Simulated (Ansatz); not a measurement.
# GePHCl+ (quintet): the correlation ladder, cc-pVDZ

An exercise on one series of results from a longer session: the logs are not shown, and one member is left open.

Computed with Ansatz 0.2.0, Gaussian basis. Level: cc-pVDZ, core rule «outside noble gas», up to 24 orbitals frozen.

To be run: UHF; CCSD(T) on ROHF; CCSD(T) on UHF; BCCD(T) on ROHF; CISD as a restricted active space (open shells left free, so some higher excitations enter); CCSDT(Q) on ROHF; CCSDT(Q) on UHF.

30 further runs of the same task are left out: 6 for a known fault of the program, 13 that didn't finish, 11 set aside as unsound or not needed. Runs told in other sessions of the task aren't counted.

## The system

The geometry is a PBE0/def2-TZVP stationary point (not a proven minimum) of the parent state, kept for this charge and spin. No spin-orbit coupling is included. The filled d shell of Ge may be among the frozen orbitals whatever the setting's name suggests.

4 atoms, charge 1, spin multiplicity 5.

Atoms are counted from 1 here; the program's logs count them from 0.

Bond lengths: Cl1–Ge2 2.178 Å, Ge2–P3 2.397 Å, P3–H4 1.428 Å. Angles: Cl1–Ge2–P3 108.9°, Ge2–P3–H4 97.2°.

As a file:

```xyz
4
ClGeHP
Cl    0.01510   -0.72490    1.73276
Ge    0.01021    0.63803    0.03353
P    -0.08412   -0.64538   -1.98839
H     1.31789   -0.65166   -2.26120
```

Set-up of the first run:

The input, in.yaml:

```yaml
crystal:
  periodic: [false, false, false]
  atoms:
    - {symbol: Cl, position_ang: [0.015099, -0.724902, 1.732758]}
    - {symbol: Ge, position_ang: [0.010213, 0.638031, 0.033528]}
    - {symbol: P, position_ang: [-0.084120, -0.645378, -1.988387]}
    - {symbol: H, position_ang: [1.317890, -0.651656, -2.261202]}
basis:
  gaussian: {orbitals: cc-pVDZ}
total_charge: 1
magnetization: {spin_polarized: true, initial_magnetization: 4}
hamiltonian: {xc: hf}
output: {orbitals: {seedname: orbitals}}
```

Command:

```console
$ ansatz run in.yaml --threads 1 --pin off --events-out ev --progress --plain --max-ram 2393MiB
```

Among the steps run: UHF; CCSD(T) on ROHF; CCSD(T) on UHF; BCCD(T) on ROHF; CISD as a restricted active space (open shells left free, so some higher excitations enter); CCSDT(Q) on ROHF; CCSDT(Q) on UHF.

One table of the session follows, with a row left open; its other results are not shown here.

```
   method  from UCCSDT(Q) (kcal/mol)
     ROHF                    +199.92
      UHF                    +195.91
     RMP2                     +33.91
     UMP2                     +33.57
     CISD                     +27.90
    RCCSD                          ?
    UCCSD                      +7.63
 RCCSD(T)                      +1.93
 UCCSD(T)                      +1.68
  BCCD(T)                      +1.93
   RCCSDT                      +0.82
   UCCSDT                      +0.55
RCCSDT(Q)                      +0.34
UCCSDT(Q)                          0
```

Q: Estimate the row for RCCSD from the others.

As computed: from UCCSDT(Q) (kcal/mol): +8.07. In the column «from UCCSDT(Q) (kcal/mol)» it lies between UCCSD (+7.63) and CISD (+27.90).

To keep in mind: Restricted and unrestricted rows rest on different reference determinants; a gap between their highest levels can come from leftover correlation error, from unlike frozen cores or from another state.
